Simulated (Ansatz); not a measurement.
# H6Si2Te, SMILES [SiH3][Te][SiH3]: a rigid scan of one bond length

Computed with Ansatz 0.2.0 through its Python package.

The cells in order, each with its output:

**Cell 1**
```python
import ansatz as az
import numpy as np
```

**Cell 2**
```python
geometry_ang = [
    ("Si", [-0.7362, 1.1527, -1.0038]),
    ("Te", [1.5712, 0.4818, -0.6999]),
    ("Si", [0.8006, -1.1886, 0.9667]),
    ("H", [-1.5076, 0.0619, -1.4804]),
    ("H", [-0.8415, 2.267, -2.0331]),
    ("H", [-1.3225, 1.6983, 0.263]),
    ("H", [2.0273, -1.9208, 1.4972]),
    ("H", [-0.0638, -2.1149, 0.3417]),
    ("H", [0.161, -0.4837, 2.1315]),
]
h6si2te = az.Crystal.molecule()
for symbol, xyz in geometry_ang:
    h6si2te = h6si2te.atom(symbol, xyz)
```

**Cell 3**
```python
symbols = [site.symbol for site in h6si2te.cartesian_sites]
start = np.array([site.position_ang for site in h6si2te.cartesian_sites])
axis = (start[5] - start[0]) / np.linalg.norm(start[5] - start[0])
moving = [5]
lengths, energies = [1.27, 1.38, 1.5, 1.65, 1.87, 2.25, 2.7, 3.3], []
for length in lengths:
    xyz = start.copy()
    xyz[moving] += (length - np.linalg.norm(start[5] - start[0])) * axis
    point = az.Crystal.molecule()
    for symbol, place in zip(symbols, xyz):
        point = point.atom(symbol, place.tolist())
    calc = (
        point.calculation()
        .basis(gaussian="def2-SVP")  # the orbital basis, by name
        .correlation("MP2")
    )
    report = calc.run().report
    energies.append(report["free_energy_ev"])
    print(f"r = {length:6.3f} A  E = {energies[-1]:.5f} eV  <S^2> = {abs(report['mean_field']['state']['spin_squared']):.3f}")
```
Output:
```text
r =  1.270 A  E = -23088.68779 eV  <S^2> = 0.000
r =  1.380 A  E = -23089.16573 eV  <S^2> = 0.000
r =  1.500 A  E = -23089.28090 eV  <S^2> = 0.000
r =  1.650 A  E = -23089.07478 eV  <S^2> = 0.000
r =  1.870 A  E = -23088.43813 eV  <S^2> = 0.000
r =  2.250 A  E = -23087.13042 eV  <S^2> = 0.000
r =  2.700 A  E = -23085.82720 eV  <S^2> = 0.000
r =  3.300 A  E = -23084.70041 eV  <S^2> = 0.000
```

**Cell 4**
```python
print("energy above the lowest point (eV):", [round(e - min(energies), 3) for e in energies])
```
Output:
```text
energy above the lowest point (eV): [0.593, 0.115, 0.0, 0.206, 0.843, 2.15, 3.454, 4.58]
```

Caveats:
- Total energies depend on the basis set; only differences at equal settings carry meaning.
- The rest of the molecule is held rigid at a force-field or estimated start geometry, and the basis set is modest; single-reference methods fail as a bond breaks.
- def2 sets replace the cores of elements past krypton by effective core potentials.
- The orbitals are restricted, so S² is zero by construction.
- Toward dissociation an unrestricted state can lie under the restricted one, by tenths of an eV for polar bonds under a functional and by 1 to 2 eV or more for others.
- S² is that of the Hartree-Fock reference.
- Finished in 16 s on 1 thread of AMD EPYC 7B13 (Zen 3) (shared host), peak memory 0.29 GiB.
